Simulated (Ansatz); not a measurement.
# W, space group Pbcm: a comparison of functionals at one structure

Computed with the Python package of Ansatz (0.2.0).

`run_xc.py`:
```python
"""Functional comparison for W (totals differ with the potentials too)."""

import warnings

import ansatz

warnings.simplefilter("ignore", ansatz.DeckWarning)

lattice = ansatz.Lattice.of(
    [2.809662, 0.0, 0.0],
    [0.0, 4.86387, 0.0],
    [0.0, 0.0, 4.923695],
)
sites = [
    ("W", [0.793172, 0.563157, 0.25]),
    ("W", [0.206828, 0.063157, 0.25]),
    ("W", [0.206828, 0.436843, 0.75]),
    ("W", [0.793172, 0.936843, 0.75]),
]
crystal = ansatz.Crystal(lattice=lattice)
for symbol, position in sites:
    crystal = crystal.atom(symbol, position)

calc = (
    crystal.calculation()
    .occupations("fermi_dirac", width=0.1)
    .kpoints(8, 5, 5)
    .pseudopotentials("paw")
    .stress()
)

rows = []
for value in ["lda", "blyp", "pbesol"]:
    data = calc.functional(value).run(threads=1, pin="off").report
    rows.append((value, data["free_energy_ev"] / len(data["lattice"]["sites"]), data["n_iterations"], sum(data["stress_gpa"][i][i] for i in range(3)) / 3, data["n_kpoints"]))

print("  functional   F/atom (eV)    iterations       P (GPa)      k-points")
for row in rows:
    print(f"{str(row[0]):>12s}  {row[1]:12.5f}  {row[2]:12d}  {row[3]:12.3f}  {row[4]:12d}")
```

Running `python run_xc.py` prints:
```text
  functional   F/atom (eV)    iterations       P (GPa)      k-points
         lda  -10129.29715             6       -15.812            45
        blyp  -10408.49122             6         6.446            45
      pbesol  -10256.04100             6       -10.686            45
```

From lowest to highest: LDA (-15.8 GPa), PBEsol (-10.7 GPa) and BLYP (6.4 GPa). At a fixed cell a lower pressure usually means a smaller equilibrium volume, so LDA prefers the smallest cell and BLYP the largest.

Caveats:
- The run is spin-unpolarised.
- BLYP can be off by several per cent in the lattices of metals, and by several GPa in the pressure at a fixed cell.
- The mesh is modest for a metal, so energies can be off by several to tens of meV an atom and pressures by half a GPa or more; differences at equal mesh fare better.
- Pressure is positive in compression.
- Spin-orbit coupling, which matters for elements this heavy, is left out.
- This isn't the structure that W takes at ambient conditions.
- Total energies of different functionals can't be compared; pressures, moments and gaps at this one structure can.
- Wall time of the script: 14 s on 1 thread of Arm Neoverse V1, on a shared host, peak memory 0.42 GiB.
